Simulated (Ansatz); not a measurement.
# interstitial Cu in SiO2: hop to the nearest equivalent void

Wanted: the energy profile along the hop to the nearest equivalent void, from relaxed end points and a band of images. The host cell (C2/c) has 48 atoms, cell charge +1; the extra atom is the last.

All numbers below are computed with Ansatz 0.2.0 (DFT PBE, plane waves, PAW, scalar-relativistic, no spin polarisation).

## (1) The starting structure

The cell holds 49 atoms (CuO32Si16): a = 8.691 Å, b = 8.691 Å, c = 7.050 Å, α = 89.29°, β = 89.29°, γ = 89.99°.

The coordinates stand in the first input below.

## (2) End point A

Contents of input.yaml:

```yaml
crystal:
  lattice:
    - [0.107449, 6.14535, 6.145317]
    - [0.107449, -6.14535, 6.145317]
    - [7.05, 0.0, 0.0]
  atoms:
    - { symbol: Si, position: [0.17622, 0.89494, 0.64709] }
    - { symbol: Si, position: [0.35506, 0.07378, 0.10291] }
    - { symbol: Si, position: [0.32378, 0.60506, 0.85291] }
    - { symbol: Si, position: [0.14494, 0.42622, 0.39709] }
    - { symbol: Si, position: [0.364285, 0.178905, 0.513405] }
    - { symbol: Si, position: [0.571095, 0.385715, 0.736595] }
    - { symbol: Si, position: [0.135715, 0.321095, 0.986595] }
    - { symbol: Si, position: [0.928905, 0.114285, 0.763405] }
    - { symbol: O, position: [0.75, 0.25, 0.25] }
    - { symbol: O, position: [0.5, 0.0, 0.0] }
    - { symbol: O, position: [0.0133, 0.7367, 0.125] }
    - { symbol: O, position: [0.4867, 0.7633, 0.375] }
    - { symbol: O, position: [0.58879, 0.34341, 0.9586] }
    - { symbol: O, position: [0.40659, 0.16121, 0.2914] }
    - { symbol: O, position: [0.91121, 0.15659, 0.5414] }
    - { symbol: O, position: [0.09341, 0.33879, 0.2086] }
    - { symbol: O, position: [0.31098, 0.01542, 0.5974] }
    - { symbol: O, position: [0.23458, 0.93902, 0.1526] }
    - { symbol: O, position: [0.18902, 0.48458, 0.9026] }
    - { symbol: O, position: [0.26542, 0.56098, 0.3474] }
    - { symbol: O, position: [0.27473, 0.19957, 0.96355] }
    - { symbol: O, position: [0.05043, 0.97527, 0.78645] }
    - { symbol: O, position: [0.22527, 0.30043, 0.53645] }
    - { symbol: O, position: [0.44957, 0.52473, 0.71355] }
    - { symbol: Si, position: [0.67622, 0.39494, 0.14709] }
    - { symbol: Si, position: [0.85506, 0.57378, 0.60291] }
    - { symbol: Si, position: [0.82378, 0.10506, 0.35291] }
    - { symbol: Si, position: [0.64494, 0.92622, 0.89709] }
    - { symbol: Si, position: [0.864285, 0.678905, 0.013405] }
    - { symbol: Si, position: [0.071095, 0.885715, 0.236595] }
    - { symbol: Si, position: [0.635715, 0.821095, 0.486595] }
    - { symbol: Si, position: [0.428905, 0.614285, 0.263405] }
    - { symbol: O, position: [0.25, 0.75, 0.75] }
    - { symbol: O, position: [0.0, 0.5, 0.5] }
    - { symbol: O, position: [0.5133, 0.2367, 0.625] }
    - { symbol: O, position: [0.9867, 0.2633, 0.875] }
    - { symbol: O, position: [0.08879, 0.84341, 0.4586] }
    - { symbol: O, position: [0.90659, 0.66121, 0.7914] }
    - { symbol: O, position: [0.41121, 0.65659, 0.0414] }
    - { symbol: O, position: [0.59341, 0.83879, 0.7086] }
    - { symbol: O, position: [0.81098, 0.51542, 0.0974] }
    - { symbol: O, position: [0.73458, 0.43902, 0.6526] }
    - { symbol: O, position: [0.68902, 0.98458, 0.4026] }
    - { symbol: O, position: [0.76542, 0.06098, 0.8474] }
    - { symbol: O, position: [0.77473, 0.69957, 0.46355] }
    - { symbol: O, position: [0.55043, 0.47527, 0.28645] }
    - { symbol: O, position: [0.72527, 0.80043, 0.03645] }
    - { symbol: O, position: [0.94957, 0.02473, 0.21355] }
    - { symbol: Cu, position: [0.6107237, 0.6484146, 0.8820226] }
total_charge: 1
basis:
  ecutwfc: 420.0
kpoints:
  mp_grid: { grid: [2, 2, 2] }
hamiltonian:
  xc: pbe
  pseudopotentials: { kind: paw, azcp: { folder: soft_1 } }
scf:
  occupations: { method: gaussian, width: 0.02 }
  lower_state_search: "off"
relax:
  f_tol: 0.03
  max_steps: 60
  adjacent_minimum: "off"
```

The run is started by

```sh
ansatz run input.yaml --threads 4 --pin off --max-ram 10240MiB --backend cpu --events-out ev --progress --plain --runs-dir out
```

The log of the run, shortened:

```text
Warning: RAYON_NUM_THREADS=4 ignored (pool sized by the plan → 4); use --threads N
[...]
Pseudopotentials: kind: paw
Pseudopotential: Si, paw, valence charge 4, recommended cutoff 420 eV (normal), <dir>
Pseudopotential: O, paw, valence charge 6, recommended cutoff 420 eV (normal), <dir>
Pseudopotential: Cu, paw, valence charge 19, recommended cutoff 420 eV (normal), <dir>
Functional definition: PBE
[...]
Crystal: 49 atoms, lattice volume = 532.488 Å³
Basis set: ecut = 420 eV, 10451 PW (Γ), exchange–correlation on 120×120×96 points (8 copies of the dense FFT grid, shifted against one another)
Bands: 186, of which v1, the nominal top of the filled ones, is band 137 counted from 1 (136 counted from 0)
Symmetry: 1 space group operations
[...]
relax step   1: F+E_penalty+E_count = -35011.39036901 eV  Δ(F+E_penalty+E_count) = +0.000e0 eV  max|allowed force component| = 2.291e0 eV/Å  Δτ_max = 0.0000 Å  (9 SCF iters, dr2 threshold 2.25e-5 eV, accepted)
[...]
relax step   4: F+E_penalty+E_count = -35012.22060026 eV  Δ(F+E_penalty+E_count) = -2.516e-2 eV  max|allowed force component| = 2.831e-1 eV/Å  Δτ_max = 0.1652 Å  (8 SCF iters, dr2 threshold 3.21e-6 eV, accepted)
[...]
relax step   5: F+E_penalty+E_count = -35012.23727163 eV  Δ(F+E_penalty+E_count) = -1.667e-2 eV  max|allowed force component| = 3.235e-1 eV/Å  Δτ_max = 0.1024 Å  (7 SCF iters, dr2 threshold 5.01e-6 eV, accepted)
[...]
SCF iter   1: F=—  HF=-35012.478640 eV  |F-HF|=—  |Δ(HF+E_count)|=         —  Δρ=1.24e-2  dr2=6.07e-1  ethr=2.15e-4  ⟨swp⟩=1.0  Hψ=4862  notcnv=0  defer=347
```

## (3) The output, continued: end point A relaxed

The log, continued, shortened:

```text
[...]
SCF iter   2: F=—  HF=-35012.296218 eV  |F-HF|=—  |Δ(HF+E_count)|=   1.82e-1  Δρ=6.14e-3  dr2=1.48e-1  ethr=2.15e-4  ⟨swp⟩=3.0  Hψ=2307  notcnv=0  defer=347
[...]
relax step   6: F+E_penalty+E_count = -35012.24705279 eV  Δ(F+E_penalty+E_count) = -9.781e-3 eV  max|allowed force component| = 2.383e-1 eV/Å  Δτ_max = 0.1216 Å  (6 SCF iters, dr2 threshold 1.00e-4 eV, accepted)
[...]
    - { symbol: O, position: [0.7735368762029903, 0.6975402894437549, 0.4549725012201946] }
    - { symbol: O, position: [0.5526913481211729, 0.47664935770727807, 0.2953882195254103] }
    - { symbol: O, position: [0.7372669967466451, 0.8122714308688822, 0.030104598671224905] }
    - { symbol: O, position: [0.9501658763410077, 0.023463896122129957, 0.19959177184090227] }
    - { symbol: Cu, position: [0.6026355083128023, 0.6473902280837409, 0.8761719043572422] }
```

Run time: 88 s. Hardware: 4 threads of Arm Neoverse V2, shared host; peak memory 2.3 GiB.

The steps of the relaxation:

```csv
step,energy from step 1 (eV/cell),largest force component (eV/Å)
1,0.0000,2.2909
2,-0.4634,1.3988
3,-0.8051,0.2268
4,-0.8302,0.2831
5,-0.8469,0.3235
6,-0.8567,0.2383
7,-0.8798,0.0671
8,-0.8807,0.0064
```

Step 1 is the start.

The largest move, 0.18 Å, is shared by several atoms, O44 among them.

## (4) Relaxing end B

The second end starts from a geometry with the move made by hand.

Contents of input.yaml:

```yaml
crystal:
  lattice:
    - [0.107449, 6.14535, 6.145317]
    - [0.107449, -6.14535, 6.145317]
    - [7.05, 0.0, 0.0]
  atoms:
    - { symbol: Si, position: [0.17622003, 0.89494003, 0.64708997] }
    - { symbol: Si, position: [0.35506001, 0.07378001, 0.10290999] }
    - { symbol: Si, position: [0.32378003, 0.60506003, 0.85290997] }
    - { symbol: Si, position: [0.14494002, 0.42622002, 0.39708998] }
    - { symbol: Si, position: [0.36428502, 0.17890502, 0.51340499] }
    - { symbol: Si, position: [0.57109503, 0.38571503, 0.73659497] }
    - { symbol: Si, position: [0.13571501, 0.32109501, 0.98659499] }
    - { symbol: Si, position: [0.92890503, 0.11428503, 0.76340497] }
    - { symbol: O, position: [0.75000003, 0.25000003, 0.24999997] }
    - { symbol: O, position: [0.50000001, 1.0e-08, -1.0e-08] }
    - { symbol: O, position: [0.01330002, 0.73670002, 0.12499998] }
    - { symbol: O, position: [0.48670004, 0.76330004, 0.37499997] }
    - { symbol: O, position: [0.58879003, 0.34341003, 0.95859997] }
    - { symbol: O, position: [0.40659002, 0.16121002, 0.29139998] }
    - { symbol: O, position: [0.91121003, 0.15659003, 0.54139997] }
    - { symbol: O, position: [0.09341001, 0.33879001, 0.20859999] }
    - { symbol: O, position: [0.31098001, 0.01542001, 0.59739999] }
    - { symbol: O, position: [0.23458004, 0.93902004, 0.15259997] }
    - { symbol: O, position: [0.18902002, 0.48458002, 0.90259998] }
    - { symbol: O, position: [0.26542002, 0.56098002, 0.34739998] }
    - { symbol: O, position: [0.27473001, 0.19957001, 0.96354999] }
    - { symbol: O, position: [0.05043003, 0.97527003, 0.78644997] }
    - { symbol: O, position: [0.22527002, 0.30043002, 0.53644999] }
    - { symbol: O, position: [0.44957003, 0.52473003, 0.71354997] }
    - { symbol: Si, position: [0.67622003, 0.39494003, 0.14708997] }
    - { symbol: Si, position: [0.85506004, 0.57378004, 0.60290996] }
    - { symbol: Si, position: [0.82378003, 0.10506003, 0.35290997] }
    - { symbol: Si, position: [0.64494005, 0.92622005, 0.89708996] }
    - { symbol: Si, position: [0.86428505, 0.67890505, 0.01340496] }
    - { symbol: Si, position: [0.07109503, 0.88571503, 0.23659497] }
    - { symbol: Si, position: [0.63571504, 0.82109504, 0.48659496] }
    - { symbol: Si, position: [0.42890503, 0.61428503, 0.26340497] }
    - { symbol: O, position: [0.25000003, 0.75000003, 0.74999997] }
    - { symbol: O, position: [1.0e-08, 0.50000001, 0.49999999] }
    - { symbol: O, position: [0.51330002, 0.23670002, 0.62499998] }
    - { symbol: O, position: [0.98670004, 0.26330004, 0.87499997] }
    - { symbol: O, position: [0.08879003, 0.84341003, 0.45859997] }
    - { symbol: O, position: [0.90659005, 0.66121005, 0.79139996] }
    - { symbol: O, position: [0.41121003, 0.65659003, 0.04139997] }
    - { symbol: O, position: [0.59341004, 0.83879004, 0.70859996] }
    - { symbol: O, position: [0.81098004, 0.51542004, 0.09739996] }
    - { symbol: O, position: [0.73458004, 0.43902004, 0.65259997] }
    - { symbol: O, position: [0.68902005, 0.98458005, 0.40259995] }
    - { symbol: O, position: [0.76542002, 0.06098002, 0.84739998] }
    - { symbol: O, position: [0.77473004, 0.69957004, 0.46354996] }
    - { symbol: O, position: [0.55043003, 0.47527003, 0.28644997] }
    - { symbol: O, position: [0.72527005, 0.80043005, 0.03644996] }
    - { symbol: O, position: [0.94957003, 0.02473003, 0.21354997] }
    - { symbol: Cu, position: [0.89768422, 0.85273487, 0.61597256] }
total_charge: 1
basis:
  ecutwfc: 420.0
kpoints:
  mp_grid: { grid: [2, 2, 2] }
hamiltonian:
  xc: pbe
  pseudopotentials: { kind: paw, azcp: { folder: soft_1 } }
scf:
  occupations: { method: gaussian, width: 0.02 }
  lower_state_search: "off"
relax:
  f_tol: 0.03
  max_steps: 60
  adjacent_minimum: "off"
```

The run is started by

```sh
ansatz run input.yaml --threads 4 --pin off --max-ram 10240MiB --backend cpu --events-out ev --progress --plain --runs-dir out
```

The log of the run, shortened:

```text
Warning: RAYON_NUM_THREADS=4 ignored (pool sized by the plan → 4); use --threads N
[...]
[... 5 set-up lines as earlier in the session ...]
[...]
Crystal: 49 atoms, lattice volume = 532.488 Å³
[...]
relax step   3: F+E_penalty+E_count = -35012.19648318 eV  Δ(F+E_penalty+E_count) = -3.373e-1 eV  max|allowed force component| = 2.338e-1 eV/Å  Δτ_max = 0.0905 Å  (6 SCF iters, dr2 threshold 1.00e-4 eV, accepted)
[...]
relax step   4: F+E_penalty+E_count = -35012.26439356 eV  Δ(F+E_penalty+E_count) = -6.791e-2 eV  max|allowed force component| = 1.302e-1 eV/Å  Δτ_max = 0.1032 Å  (8 SCF iters, dr2 threshold 3.42e-6 eV, accepted)
```

(Part 1 of 3 ends here.)
